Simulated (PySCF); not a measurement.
# GeH3Br: NMR shieldings, spin-spin couplings, relativistic core levels

What do calculations give for the NMR shieldings, spin-spin couplings, relativistic core levels of GeH3Br (`[GeH3][Br]`)?

Programs: PySCF 2.14.0, with routines of our own; each step states its level. All values are computed. Atoms count from 0.

## 1. The starting structure

5 atoms, charge 0, multiplicity 1; geometry from: GFN2-xTB.

## 2. Optimising the geometry at PBE0-D3(BJ)/def2-SVP

The job: settings as JSON, then the geometry in Å.

```
{"job": {"xc": "PBE0", "basis": "def2-SVP", "d3": "d3bj", "grid": 1, "maxiter": 30, "shake": 0.01, "kind": "geom"}, "charge": 0, "multiplicity": 1}
Ge    -0.162260    -0.029000    -0.006660
Br     2.068000     0.036050     0.075620
H     -0.686220    -0.647210     1.245960
H     -0.617660     1.417690    -0.124790
H     -0.568290    -0.811510    -1.228030
```

On the command line:

```sh
OMP_NUM_THREADS=1 python heavy_run.py task.json out
```

This one command runs all jobs of the session in turn.

Output:

```text
step   0  E = -4651.85412614  max force = 0.025737
step   1  E = -4651.85681864  max force = 0.004953
step   2  E = -4651.85703359  max force = 0.000724
step   3  E = -4651.85703707  max force = 0.000160
optimisation converged
```

Run time: 8.7 s. Hardware: 1 thread of Arm Neoverse V1, shared host; peak memory 0.34 GiB.

Step by step:

```
step  energy from step 0 (eV)  largest force component (eV/Å)
   0                   0.0000                          1.3235
   1                  -0.0733                          0.2547
   2                  -0.0791                          0.0372
   3                  -0.0792                          0.0082
```

Distances of close pairs at the start and the end, largest changes first:

```
   bond  before (Å)  after (Å)  change (Å)
Ge0–Br1       2.233      2.312      +0.080
 Ge0–H2       1.492      1.534      +0.042
 Ge0–H4       1.506      1.534      +0.028
 Ge0–H3       1.521      1.534      +0.013
```

The final coordinates are the input of the step that follows.

```
                         at the end point                 value
  point group (found at 0.08 Å tolerance)                   C3v
rotational constants (GHz, main isotopes)  77.953, 2.346, 2.346
                        dipole moment (D)                  1.90
```

## 3. NMR shieldings: PBE0/pcJ-2 Br:dyall-v3z Ge:dyall-v3z (triple-zeta basis), spin–orbit

The job: settings as JSON, then the geometry in Å.

```
{"job": {"kind": "hnmr", "xc": "PBE0", "basis": {"default": "pcJ-2", "Br": "dyall-v3z", "Ge": "dyall-v3z"}, "rel": "so"}, "charge": 0, "multiplicity": 1}
Ge     0.124360     0.170165    -0.052874
Br     2.432269     0.225429     0.080510
H     -0.392962    -0.486680     1.233426
H     -0.360132     1.620734    -0.176425
H     -0.245309    -0.654874    -1.292603
```

Level: PBE0/pcJ-2 Br:dyall-v3z Ge:dyall-v3z GIAO NMR shielding, X2C with spin-orbit coupling, screened-nuclear two-electron part, Gaussian nuclei, gas phase.

Output:

```text
spin-free SCF
coarse grid: 22168 points
cycle   1  E = -4706.4754325361  dE = -1.502e-01  |g| = 4.963e-01  |ddm| = 1.357e+00
cycle   2  E = -4706.4573922306  dE =  1.804e-02  |g| = 6.705e-01  |ddm| = 4.817e-01
cycle   3  E = -4706.4983053730  dE = -4.091e-02  |g| = 6.105e-02  |ddm| = 2.555e-01
cycle   4  E = -4706.4983692064  dE = -6.383e-05  |g| = 2.376e-02  |ddm| = 2.289e-02
cycle   5  E = -4706.4984420513  dE = -7.284e-05  |g| = 1.748e-03  |ddm| = 1.404e-02
cycle   6  E = -4706.4984422471  dE = -1.957e-07  |g| = 9.809e-04  |ddm| = 1.513e-03
final grid: 42232 points
cycle   7  E = -4706.4983411136  dE = -9.321e-07  |g| = 5.700e-03  |ddm| = 1.698e-03
cycle   8  E = -4706.4983409290  dE =  1.846e-07  |g| = 1.707e-03  |ddm| = 1.889e-03
cycle   9  E = -4706.4983409264  dE =  2.541e-09  |g| = 1.942e-03  |ddm| = 2.051e-03
cycle  10  E = -4706.4983414370  dE = -5.105e-07  |g| = 2.310e-04  |ddm| = 9.221e-04
cycle  11  E = -4706.4983414424  dE = -5.422e-09  |g| = 1.579e-05  |ddm| = 9.148e-05
converged SCF energy = -4706.4983414424
two-component SCF
cycle   1  E = -4706.3925964053  dE = -4.706e+03  |FDS-SDF| = 3.223e+01
cycle   2  E = -4706.6215918850  dE = -2.290e-01  |FDS-SDF| = 1.203e-01
cycle   3  E = -4706.6217728836  dE = -1.810e-04  |FDS-SDF| = 4.624e-03
cycle   4  E = -4706.6217804079  dE = -7.524e-06  |FDS-SDF| = 2.312e-03
cycle   5  E = -4706.6217812006  dE = -7.927e-07  |FDS-SDF| = 1.028e-03
cycle   6  E = -4706.6217815319  dE = -3.313e-07  |FDS-SDF| = 2.987e-04
cycle   7  E = -4706.6217815529  dE = -2.096e-08  |FDS-SDF| = 1.214e-04
cycle   8  E = -4706.6217815570  dE = -4.084e-09  |FDS-SDF| = 1.694e-05
converged, E = -4706.6217815570

Field gradients (au) and densities at the nuclei (bohr^-3)
atom        Vxx        Vyy        Vzz        centre      nuclear mean
  0 Ge    -1.0201    -1.0214     2.0415      31523.972      31162.424
  1 Br    -2.8232    -2.8257     5.6489      44134.008      43494.490
  2 H     -0.0622    -0.0647     0.1269          0.413          0.413
  3 H     -0.0621    -0.0647     0.1268          0.413          0.413
  4 H     -0.0621    -0.0647     0.1268          0.413          0.413
without picture change
  0 Ge                           2.1112                     53784.717
  1 Br                           5.8502                     78478.883

Core orbital energies (eV)
atom   shell        mean    spread
  0 Ge 1s       -11006.988   0.000
  0 Ge 2s        -1391.774   0.000
  0 Ge 3s         -177.216   0.000
  0 Ge 4s          -17.280   0.000
  0 Ge 2p1/2     -1236.495   0.000
  0 Ge 2p3/2     -1204.690   0.029
  0 Ge 3p1/2      -125.612   0.000
  0 Ge 3p3/2      -121.261   0.084
  0 Ge 3d3/2       -33.827   0.090
  0 Ge 3d5/2       -33.236   0.130
  1 Br 1s       -13364.534   0.000
  1 Br 2s        -1753.820   0.000
  1 Br 3s         -246.807   0.000
  1 Br 4s          -21.967   0.000
  1 Br 2p1/2     -1577.480   0.000
  1 Br 2p3/2     -1530.069   0.047
  1 Br 3p1/2      -185.101   0.000
  1 Br 3p3/2      -178.153   0.148
  1 Br 3d3/2       -71.170   0.169
  1 Br 3d5/2       -70.085   0.224

Shielding tensors (ppm)
atom      isotropic    diamagn.    paramagn.     s11        s22        s33       span
  0 Ge     1696.65     2645.83     -949.17    1640.73    1641.70    1807.53     166.80
  1 Br     3128.35     2982.74      145.61    3088.71    3089.47    3206.88     118.17
  2 H        26.45       27.37       -0.92      20.07      22.15      37.14      17.07
  3 H        26.45       27.21       -0.76      20.06      22.15      37.13      17.07
  4 H        26.45       27.32       -0.86      20.08      22.14      37.13      17.06
```

Run time: 2.8 min. Hardware: 1 thread of Arm Neoverse V1, shared host; peak memory 1.5 GiB.

Key values:

```
                       quantity       value
energy from spin-orbit coupling  -0.1234 Eh
```

## 4. Spin-spin couplings: PBE0/pcJ-2 Br:dyall-v3z Ge:dyall-v3z (triple-zeta basis), spin–orbit

The job: settings as JSON, then the geometry in Å.

```
{"job": {"kind": "hj", "xc": "PBE0", "basis": {"default": "pcJ-2", "Br": "dyall-v3z", "Ge": "dyall-v3z"}, "rel": "so", "atoms": [1, 0]}, "charge": 0, "multiplicity": 1}
Ge     0.124360     0.170165    -0.052874
Br     2.432269     0.225429     0.080510
H     -0.392962    -0.486680     1.233426
H     -0.360132     1.620734    -0.176425
H     -0.245309    -0.654874    -1.292603
```

Level: PBE0/pcJ-2 Br:dyall-v3z Ge:dyall-v3z indirect spin-spin coupling, X2C with spin-orbit coupling, screened-nuclear two-electron part, Gaussian nuclei, gas phase.

Output:

```text
spin-free SCF
coarse grid: 22168 points
cycle   1  E = -4706.4754325361  dE = -1.502e-01  |g| = 4.963e-01  |ddm| = 1.357e+00
cycle   2  E = -4706.4573922306  dE =  1.804e-02  |g| = 6.705e-01  |ddm| = 4.817e-01
cycle   3  E = -4706.4983053730  dE = -4.091e-02  |g| = 6.105e-02  |ddm| = 2.555e-01
cycle   4  E = -4706.4983692064  dE = -6.383e-05  |g| = 2.376e-02  |ddm| = 2.289e-02
cycle   5  E = -4706.4984420513  dE = -7.284e-05  |g| = 1.748e-03  |ddm| = 1.404e-02
cycle   6  E = -4706.4984422471  dE = -1.957e-07  |g| = 9.809e-04  |ddm| = 1.513e-03
final grid: 42232 points
cycle   7  E = -4706.4983411136  dE = -9.321e-07  |g| = 5.700e-03  |ddm| = 1.698e-03
cycle   8  E = -4706.4983409290  dE =  1.846e-07  |g| = 1.707e-03  |ddm| = 1.889e-03
cycle   9  E = -4706.4983409264  dE =  2.541e-09  |g| = 1.942e-03  |ddm| = 2.051e-03
cycle  10  E = -4706.4983414370  dE = -5.105e-07  |g| = 2.310e-04  |ddm| = 9.221e-04
cycle  11  E = -4706.4983414424  dE = -5.422e-09  |g| = 1.579e-05  |ddm| = 9.148e-05
converged SCF energy = -4706.4983414424
two-component SCF
cycle   1  E = -4706.3925964053  dE = -4.706e+03  |FDS-SDF| = 3.223e+01
cycle   2  E = -4706.6215918850  dE = -2.290e-01  |FDS-SDF| = 1.203e-01
cycle   3  E = -4706.6217728836  dE = -1.810e-04  |FDS-SDF| = 4.624e-03
cycle   4  E = -4706.6217804079  dE = -7.524e-06  |FDS-SDF| = 2.312e-03
cycle   5  E = -4706.6217812006  dE = -7.927e-07  |FDS-SDF| = 1.028e-03
cycle   6  E = -4706.6217815319  dE = -3.313e-07  |FDS-SDF| = 2.987e-04
cycle   7  E = -4706.6217815529  dE = -2.096e-08  |FDS-SDF| = 1.214e-04
cycle   8  E = -4706.6217815570  dE = -4.084e-09  |FDS-SDF| = 1.694e-05
converged, E = -4706.6217815570

Indirect spin-spin couplings
  i        j     bonds      J/Hz   K/1e19 T2/J   anisotropy/Hz
  1  79Br   0  73Ge   1       85.50     -809.18       -76.6
  1  79Br   2   1H    2       11.44        3.79        61.3
  1  79Br   3   1H    2       11.54        3.82        61.3
  1  79Br   4   1H    2       11.32        3.75        61.4
  0  73Ge   2   1H    1     -112.69      268.12       -17.9
  0  73Ge   3   1H    1     -112.74      268.24       -17.9
  0  73Ge   4   1H    1     -112.84      268.48       -17.9
```

Run time: 3.6 min. Hardware: 1 thread of Arm Neoverse V1, shared host; peak memory 1.2 GiB.

Key values:

```
                       quantity       value
energy from spin-orbit coupling  -0.1234 Eh
```

## 5. Relativistic core levels: PBE0/pcJ-2 Br:dyall-v3z Ge:dyall-v3z (triple-zeta basis), spin–orbit

The job: settings as JSON, then the geometry in Å.

```
{"job": {"kind": "hxps", "xc": "PBE0", "basis": {"default": "pcJ-2", "Br": "dyall-v3z", "Ge": "dyall-v3z"}, "rel": "so", "holes": [[1, "3d"], [0, "2p"]]}, "charge": 0, "multiplicity": 1}
Ge     0.124360     0.170165    -0.052874
Br     2.432269     0.225429     0.080510
H     -0.392962    -0.486680     1.233426
H     -0.360132     1.620734    -0.176425
H     -0.245309    -0.654874    -1.292603
```

With the program's defaults for keys left out, this is: PBE0/pcJ-2 Br:dyall-v3z Ge:dyall-v3z core ionisation, delta-SCF with one localised hole, X2C with spin-orbit coupling, screened-nuclear two-electron part, Gaussian nuclei, gas phase.

Output:

```text
spin-free SCF
coarse grid: 22168 points
cycle   1  E = -4706.4754325361  dE = -1.502e-01  |g| = 4.963e-01  |ddm| = 1.357e+00
cycle   2  E = -4706.4573922306  dE =  1.804e-02  |g| = 6.705e-01  |ddm| = 4.817e-01
cycle   3  E = -4706.4983053730  dE = -4.091e-02  |g| = 6.105e-02  |ddm| = 2.555e-01
cycle   4  E = -4706.4983692064  dE = -6.383e-05  |g| = 2.376e-02  |ddm| = 2.289e-02
cycle   5  E = -4706.4984420513  dE = -7.284e-05  |g| = 1.748e-03  |ddm| = 1.404e-02
cycle   6  E = -4706.4984422471  dE = -1.957e-07  |g| = 9.809e-04  |ddm| = 1.513e-03
final grid: 42232 points
cycle   7  E = -4706.4983411136  dE = -9.321e-07  |g| = 5.700e-03  |ddm| = 1.698e-03
cycle   8  E = -4706.4983409290  dE =  1.846e-07  |g| = 1.707e-03  |ddm| = 1.889e-03
cycle   9  E = -4706.4983409264  dE =  2.541e-09  |g| = 1.942e-03  |ddm| = 2.051e-03
cycle  10  E = -4706.4983414370  dE = -5.105e-07  |g| = 2.310e-04  |ddm| = 9.221e-04
cycle  11  E = -4706.4983414424  dE = -5.422e-09  |g| = 1.579e-05  |ddm| = 9.148e-05
converged SCF energy = -4706.4983414424
two-component SCF
cycle   1  E = -4706.3925964053  dE = -4.706e+03  |FDS-SDF| = 3.223e+01
cycle   2  E = -4706.6215918850  dE = -2.290e-01  |FDS-SDF| = 1.203e-01
cycle   3  E = -4706.6217728836  dE = -1.810e-04  |FDS-SDF| = 4.624e-03
cycle   4  E = -4706.6217804079  dE = -7.524e-06  |FDS-SDF| = 2.312e-03
cycle   5  E = -4706.6217812006  dE = -7.927e-07  |FDS-SDF| = 1.028e-03
cycle   6  E = -4706.6217815319  dE = -3.313e-07  |FDS-SDF| = 2.987e-04
cycle   7  E = -4706.6217815529  dE = -2.096e-08  |FDS-SDF| = 1.214e-04
cycle   8  E = -4706.6217815570  dE = -4.084e-09  |FDS-SDF| = 1.694e-05
converged, E = -4706.6217815570

Field gradients (au) and densities at the nuclei (bohr^-3)
atom        Vxx        Vyy        Vzz        centre      nuclear mean
  0 Ge    -1.0201    -1.0214     2.0415      31523.972      31162.424
  1 Br    -2.8232    -2.8257     5.6489      44134.008      43494.490
  2 H     -0.0622    -0.0647     0.1269          0.413          0.413
  3 H     -0.0621    -0.0647     0.1268          0.413          0.413
  4 H     -0.0621    -0.0647     0.1268          0.413          0.413
without picture change
  0 Ge                           2.1112                     53784.717
  1 Br                           5.8502                     78478.883

Core orbital energies (eV)
atom   shell        mean    spread
  0 Ge 1s       -11006.988   0.000
  0 Ge 2s        -1391.774   0.000
  0 Ge 3s         -177.216   0.000
  0 Ge 4s          -17.280   0.000
  0 Ge 2p1/2     -1236.495   0.000
  0 Ge 2p3/2     -1204.690   0.029
  0 Ge 3p1/2      -125.612   0.000
  0 Ge 3p3/2      -121.261   0.084
  0 Ge 3d3/2       -33.827   0.090
  0 Ge 3d5/2       -33.236   0.130
  1 Br 1s       -13364.534   0.000
  1 Br 2s        -1753.820   0.000
  1 Br 3s         -246.807   0.000
  1 Br 4s          -21.967   0.000
  1 Br 2p1/2     -1577.480   0.000
  1 Br 2p3/2     -1530.069   0.047
  1 Br 3p1/2      -185.101   0.000
  1 Br 3p3/2      -178.153   0.148
  1 Br 3d3/2       -71.170   0.169
  1 Br 3d5/2       -70.085   0.224

hole in 3d5/2 of atom 1
cycle   1  E = -4703.4724770096  dE = -4.703e+03  |FDS-SDF| = 2.206e+00
cycle   2  E = -4703.5978674207  dE = -1.254e-01  |FDS-SDF| = 2.205e+00
cycle   3  E = -4703.8433093034  dE = -2.454e-01  |FDS-SDF| = 1.300e-01
cycle   4  E = -4703.8455608715  dE = -2.252e-03  |FDS-SDF| = 3.122e-02
cycle   5  E = -4703.8456421672  dE = -8.130e-05  |FDS-SDF| = 1.607e-02
cycle   6  E = -4703.8456536983  dE = -1.153e-05  |FDS-SDF| = 1.512e-03
cycle   7  E = -4703.8456542097  dE = -5.115e-07  |FDS-SDF| = 3.225e-04
cycle   8  E = -4703.8456542424  dE = -3.271e-08  |FDS-SDF| = 1.035e-04
converged, E = -4703.8456542424
hole in 2p3/2 of atom 0
cycle   1  E = -4660.6213260465  dE = -4.661e+03  |FDS-SDF| = 6.565e+00
cycle   2  E = -4660.4015101333  dE =  2.198e-01  |FDS-SDF| = 5.704e+00
cycle   3  E = -4661.6903936602  dE = -1.289e+00  |FDS-SDF| = 7.074e-01
cycle   4  E = -4661.7237081308  dE = -3.331e-02  |FDS-SDF| = 2.260e-01
cycle   5  E = -4661.7311393451  dE = -7.431e-03  |FDS-SDF| = 4.349e-02
cycle   6  E = -4661.7312155662  dE = -7.622e-05  |FDS-SDF| = 6.862e-03
cycle   7  E = -4661.7312283601  dE = -1.279e-05  |FDS-SDF| = 1.087e-03
cycle   8  E = -4661.7312287696  dE = -4.096e-07  |FDS-SDF| = 2.237e-04
cycle   9  E = -4661.7312287910  dE = -2.139e-08  |FDS-SDF| = 9.348e-05
converged, E = -4661.7312287910

Core binding energies (eV)
atom   line    delta-SCF   -orbital   splitting
  1 Br 3d5/2      75.488      70.08     1.085
  0 Ge 2p3/2    1221.527    1204.69    31.805
```

Run time: 2.4 min. Hardware: 1 thread of Arm Neoverse V1, shared host; peak memory 1.3 GiB.

Key values:

```
                       quantity       value
energy from spin-orbit coupling  -0.1234 Eh
```

## 6. What came out

| quantity | value |
| --- | --- |
| point group | C3v |
| rotational constants (main isotopes) | 77.95, 2.35, 2.35 GHz |
| energy from spin-orbit coupling (step 3, PBE0/pcJ-2 Br:dyall-v3z Ge:dyall-v3z (triple-zeta basis), spin–orbit) | -0.1234 Eh |
| shieldings (step 3, PBE0/pcJ-2 Br:dyall-v3z Ge:dyall-v3z (triple-zeta basis), spin–orbit) | Ge0 1696.7, Br1 3128.4, H2 26.5, H3 26.4, H4 26.5 ppm |
| energy from spin-orbit coupling (step 4, PBE0/pcJ-2 Br:dyall-v3z Ge:dyall-v3z (triple-zeta basis), spin–orbit) | -0.1234 Eh |
| largest reduced coupling (step 4, PBE0/pcJ-2 Br:dyall-v3z Ge:dyall-v3z (triple-zeta basis), spin–orbit) | Br1–Ge0: J = 85.5 Hz, K = -809·10¹⁹ T²/J |
| Br1 3d5/2 binding energy (step 5, PBE0/pcJ-2 Br:dyall-v3z Ge:dyall-v3z (triple-zeta basis), spin–orbit) | 75.5 eV, 3d3/2 76.6 eV |
| Ge0 2p3/2 binding energy (step 5, PBE0/pcJ-2 Br:dyall-v3z Ge:dyall-v3z (triple-zeta basis), spin–orbit) | 1221.5 eV, 2p1/2 1253.3 eV |
| energy from spin-orbit coupling (step 5, PBE0/pcJ-2 Br:dyall-v3z Ge:dyall-v3z (triple-zeta basis), spin–orbit) | -0.1234 Eh |

Over 3 steps the energy fell by 0.079 eV; of the close pairs, Ge0–Br1 changed most, 2.233 to 2.312 Å. In step 3, Ge0 has the widest tensor, 167 ppm.
